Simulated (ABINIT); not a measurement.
Crystal: Al3Cl.

```
Al Cl
1.0
     4.00408    0.00000    0.00000
     0.00000    4.00408    0.00000
     0.00000    0.00000    4.00408
Al Cl
3 1
Cartesian
  0.0000 2.0020 2.0020
  2.0020 0.0000 2.0020
  2.0020 2.0020 0.0000
  0.0000 0.0000 0.0000
```

The cell was built by a generator and needn't be a form met in nature.

| Item | Value |
| --- | --- |
| Program | ABINIT 10.8.3 (patched build) |
| Task | relaxation of cell and atoms |
| Functional | LDA |
| Potentials or basis | PseudoDojo NC SR LDA v0.4.1 standard |
| Cutoff | 762 eV |
| k mesh | 5 × 5 × 5 |
| Occupations | fermi-dirac, width 0.05 eV |
| Spin | no spin polarisation |

At the start: pressure 11.9 GPa; volume 16.05 Å³/atom.

Task: Where does the relaxation end?

Result: Over 5 steps the energy falls by 96.8 meV/atom and the volume is 19.08 Å³/atom (+18.9 %); space group Pm-3m (No. 221, to 0.05 Å).

Step by step:
| step | energy change (eV) | largest force (eV/Å) | pressure (GPa) | volume (Å³) |
| --- | --- | --- | --- | --- |
| 1 | 0.0000 | 0.0000 | 11.87 | 64.20 |
| 2 | -0.1511 | 0.0000 | 8.72 | 66.56 |
| 3 | -0.3802 | 0.0000 | 1.23 | 74.49 |
| 4 | -0.3870 | 0.0000 | 0.19 | 76.03 |
| 5 | -0.3871 | 0.0000 | 0.01 | 76.33 |

Final structure:
```cif
data_structure
_symmetry_space_group_name_H-M 'P 1'
_symmetry_Int_Tables_number 1
_cell_length_a 4.2420
_cell_length_b 4.2420
_cell_length_c 4.2420
_cell_angle_alpha 90.000
_cell_angle_beta 90.000
_cell_angle_gamma 90.000
_cell_volume 76.33
loop_
_atom_site_label
_atom_site_type_symbol
_atom_site_fract_x
_atom_site_fract_y
_atom_site_fract_z
_atom_site_occupancy
Al1 Al 0.00000 0.50000 0.50000 1
Al2 Al 0.50000 0.00000 0.50000 1
Al3 Al 0.50000 0.50000 0.00000 1
Cl1 Cl 0.00000 0.00000 0.00000 1
```

Caveat: the volume moved by over 15 % at a fixed basis, so the end points are rough.
